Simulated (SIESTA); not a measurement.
Runs of SIESTA 5.4.2 on NiMoIrPdW. Symmetry: P3m1, No. 156, trigonal system. The conventional cell has a = 2.770 Å, b = 2.770 Å, c = 21.881 Å, α = 90.00°, β = 90.00°, γ = 120.00°. Ni (site symmetry 3m) is surrounded by 9 Ni at 2.52 to 2.77 Å and 3 W at 2.57 Å. Around Ni (site symmetry 3m) lie 9 Ni at 2.52 to 2.77 Å and 3 Ir at 2.62 Å. Mo (site symmetry 3m) has 3 Ir at 2.76 Å and 6 Mo at 2.77 Å and 3 Pd at 2.80 Å as nearest neighbours. Mo (site symmetry 3m) has 3 Ir at 2.66 Å and 6 Mo at 2.77 Å and 3 Pd at 2.82 Å as nearest neighbours. Pd (site symmetry 3m) has 6 Pd at 2.77 Å and 3 W at 2.79 Å and 3 Mo at 2.80 Å as nearest neighbours. Pd (site symmetry 3m) has 6 Pd at 2.77 Å and 3 W at 2.80 Å and 3 Mo at 2.82 Å as nearest neighbours. Ir (site symmetry 3m) is surrounded by 3 Mo at 2.76 Å and 6 Ir at 2.77 Å and 3 W at 2.77 Å. Around Ir (site symmetry 3m) lie 3 Ni at 2.62 Å and 3 Mo at 2.66 Å and 6 Ir at 2.77 Å. The cell was built by a generator and needn't be a form met in nature.

```tsv
task	level	U	hubbard projector method	U from the first cycle	broadening (eV)	window from (eV)	window to (eV)	gap on the mesh (eV)	pressure (GPa)	moment (μB)	largest force (eV/Å)
single point	PBE	-	-	-	-	-	-	none	2.0	0.11	0.52
density of states	PBE+U	Ir d U = 2 eV, Mo d U = 2 eV, Ni d U = 2 eV, Pd d U = 2 eV, W d U = 2 eV	1	yes	0.1 eV	-15 eV	5 eV	none	(a)	(b)	0.37
density of states	PBE	-	1	yes	0.1 eV	-15 eV	5 eV	none	2.0	0.11	0.52
density of states	PBE+U	Ir d U = 4 eV, Mo d U = 4 eV, Ni d U = 4 eV, Pd d U = 4 eV, W d U = 4 eV	1	yes	0.1 eV	-15 eV	5 eV	none	-0.6	1.60	0.62
```

Alike in all rows: potentials or basis PseudoDojo 0.4 standard (PBE files), DZP (energy shift 0.003 Ry; two zetas on semicore shells); spin collinear, ferromagnetic start; cell as given; k mesh 11 × 11 × 2; smearing fermi-dirac 0.05 eV; grid cutoff 800 Ry; energy shift 0.003 Ry.

Task: Estimate the missing entries.

Result: (a) 0.2; (b) 1.33.

Caveats: short orbitals over semicore shells can move pressures by several GPa; the valence orbitals were made in a potential fitted to the semicore shell under them, which widens gaps by tenths of an eV or more; the basis of atomic orbitals isn't converged, which shifts pressures, moduli and gaps; the U is typed as a test and isn't derived for this compound (some runs).

A k mesh can miss the band edges, and the runs leave out spin-orbit coupling on Ir, Mo, Pd, W.

A gap of «none» marks a metal or a gap under the smearing width.

Not every run made on this cell is shown here.
